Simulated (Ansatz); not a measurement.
# YNbN2: one candidate of a structure search

Aim: relax a trial structure of YNbN2 and see where it ends.

Program: Ansatz 0.2.0. Level of theory: DFT PBE, scalar-relativistic, plane waves, PAW. These are calculated values, not measurements.

4 further runs of the same task are left out: 1 for a known fault of the program, 1 that didn't finish, 2 set aside as unsound or not needed. Runs told in other sessions of the task aren't counted.

## Step 1: The starting structure

It takes space group P4/mmm (No. 123, tetragonal). The conventional cell has a = 3.511 Å, b = 3.511 Å, c = 4.963 Å, α = 90.00°, β = 90.00°, γ = 90.00°. Y (site symmetry 4/mmm) has 6 N at 2.48 Å in its first shell of neighbours. Around Nb (site symmetry 4/mmm) lie 6 N at 2.48 Å. N (site symmetry 4/mmm) has 2 Nb at 2.48 Å and 4 Y at 2.48 Å in its first shell of neighbours. N (site symmetry 4/mmm) is surrounded by 2 Y at 2.48 Å and 4 Nb at 2.48 Å.

As a file:

```
Y Nb N
1.0
     3.51082    0.00000    0.00000
     0.00000    3.51082    0.00000
     0.00000    0.00000    4.96326
Y Nb N
1 1 2
Cartesian
  1.7554 1.7554 2.4816
  0.0000 0.0000 0.0000
  0.0000 0.0000 2.4816
  1.7554 1.7554 0.0000
```

A structure generator made this guess: species swapped into a database cell of SrCaS2 (P4/mmm, No. 123), with Nb on the Sr sites, Y on the Ca sites and N on the S sites. The dimensions are guesses.

## Step 2: A first look at the guess

input.yaml reads:

```yaml
crystal:
  lattice:
    - [3.51082254, 0.0, 0.0]
    - [0.0, 3.51082254, 0.0]
    - [0.0, 0.0, 4.96326002]
  atoms:
    - { symbol: "Y", position: [0.5, 0.5, 0.5] }
    - { symbol: Nb, position: [0.0, 0.0, 0.0] }
    - { symbol: "N", position: [0.0, 0.0, 0.5] }
    - { symbol: "N", position: [0.5, 0.5, 0.0] }
basis:
  ecutwfc: 420
kpoints:
  mp_grid: { grid: [6, 6, 4] }
hamiltonian:
  xc: pbe
scf:
  occupations: { method: gaussian, width: 0.1 }
  lower_state_search: "off"
output:
  forces: true
  stress: true
  eigenvalues: true
```

On the command line:

```sh
ansatz run input.yaml --threads 1 --pin off --max-ram 2560MiB --backend cpu --events-out ev --progress --plain --runs-dir out
```

Further runs follow: rough relaxation on the coarse mesh; relaxation on the finer mesh.

**Question.** What will these runs give? Wanted: conventional cell; volume; energy over the elements; gap on the mesh.

**Answer**, as computed:

```
                                                              quantity                                                                      value
                                symmetry at the end (tolerance 0.05 Å)                                               space group P4/mmm (No. 123)
                                                     conventional cell  a = 3.290 Å, b = 3.290 Å, c = 4.610 Å, α = 90.00°, β = 90.00°, γ = 90.00°
                                                                volume                                                              12.47 Å³/atom
energy over the elements (uncorrected; H, N, O, F and Cl as molecules)                                                              -1.22 eV/atom
                                                       gap on the mesh                                                               none (metal)
```

In words: The space group P4/mmm (No. 123) is kept, and the volume per atom shrinks by 18.4 % from the first guess. A negative formation energy is needed for stability but isn't enough; other structures and compounds were not set against it here. No finished test with a distortion of lower symmetry is shown, so the end may be a saddle point. Other magnetic orders were not searched.
